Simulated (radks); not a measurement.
# Valence configurations of Mo

One table from this session's results is given with a row withheld; the runs are named, their logs left out.

Method: Dirac Kohn-Sham, PBEsol, spin-unpolarised, spherical densities, point nucleus; open shells are shared between the two j in proportion to 2j + 1. Code: radks (a radial shooting solver on a logarithmic mesh, Libxc functionals) version 1.

**What is computed**

```
element       : molybdenum (Z = 42)
charge        : 0
electrons     : 42
configuration : [Kr] 4d5 5s1
others tried  : 4d4.5 5s1.5; 4d6; 4d2.5 5s1.5 5p2; 4d5.5 5s0.5; 4d5 5s0.5 5p0.5; 4d3 5s1 5p2; 4d4 5s2; 4d3 5s0.5 5p2.5; 4d2 5s2 5p2
```

The outer shells:

Mo
```
[Kr] core
4d [↑ ][↑ ][↑ ][↑ ][↑ ]
5s [↑ ]
```

The first run:

Settings of this run:

```text
Z 42
configuration [Kr] 4d5 5s1
relativity Dirac
functional pbe_sol,pbe_sol
spin unpolarised
j_filling average
nucleus point
c 137.035999084
```

Among the steps run: [Kr] 4d5 5s1.

One of the session's tables, all rows but one given; the rest of the session is left out.

Radial moments (bohr):

```
level     <r>  outermost maximum (interpolated)  90 % within  nodes
3d3/2  0.4134                             0.321        0.661      0
3d5/2  0.4169                             0.324        0.666      0
4s1/2   1.107                             0.989         1.61      3
4p1/2       ?                                 ?            ?      ?
4p3/2   1.248                              1.08         1.86      2
5s1/2   3.566                              2.94         5.37      4
4d3/2   1.981                              1.38         3.30      1
4d5/2   2.013                              1.39         3.36      1
```

Estimate the missing values for 4p1/2.

As computed: <r>: 1.217; outermost maximum (interpolated): 1.05; 90 % within: 1.81; nodes: 2. In the column «<r>» it lies between 4s1/2 (1.107) and 4p3/2 (1.248).
